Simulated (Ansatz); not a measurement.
# AlClFH3OSi: the cost of one run

Method: RHF/6-31G*, in Ansatz 0.2.0.

**1. Starting point**

Bond lengths: Al1–O2 1.780 Å, O2–Si3 1.680 Å, Si3–H4 1.460 Å, Si3–H5 1.460 Å, Si3–H6 1.460 Å, Al1–F7 1.690 Å, Al1–Cl8 2.230 Å. Angles: Al1–O2–Si3 125.0°, O2–Al1–F7 120.0°, O2–Al1–Cl8 120.0°, F7–Al1–Cl8 120.0°, O2–Si3–H4 109.5°, O2–Si3–H5 109.5°, O2–Si3–H6 109.5°, H4–Si3–H5 109.4°, H4–Si3–H6 109.4°, H5–Si3–H6 109.4°.

Coordinates:

```xyz
8

Al    0.0000    0.0000    0.0000
O     0.0000    0.0000    1.7800
Si   -1.3147   -0.4067    2.7436
H    -2.2390   -1.2403    1.9804
H    -0.8506   -1.1432    3.9157
H    -1.9987    0.8095    3.1733
F     1.4635    0.0000   -0.8450
Cl   -1.9312    0.0000   -1.1150
```

**2. Preparing the start**

File input.yaml:

```yaml
crystal:
  periodic: [false, false, false]
  atoms:
    - { symbol: Al, position_ang: [0.0, 0.0, 0.0] }
    - { symbol: O, position_ang: [0.0, 0.0, 1.78] }
    - { symbol: Si, position_ang: [-1.3147, -0.4067, 2.7436] }
    - { symbol: H, position_ang: [-2.239, -1.2403, 1.9804] }
    - { symbol: H, position_ang: [-0.8506, -1.1432, 3.9157] }
    - { symbol: H, position_ang: [-1.9987, 0.8095, 3.1733] }
    - { symbol: F, position_ang: [1.4635, 0.0, -0.845] }
    - { symbol: Cl, position_ang: [-1.9312, 0.0, -1.115] }
basis:
  gaussian: { orbitals: "6-31G*" }
hamiltonian:
  xc: hf
relax:
  f_tol: 0.02
  max_steps: 40
output:
  orbitals: {}
```

Started as:

```bash
$ ansatz run input.yaml --threads 1 --pin off --max-ram 2048MiB --backend cpu --events-out ev --progress --plain --runs-dir out
```

What time and memory should one allow on 1 thread of Arm Neoverse V2, shared host?

About 44 s, with a peak of 0.18 GiB.
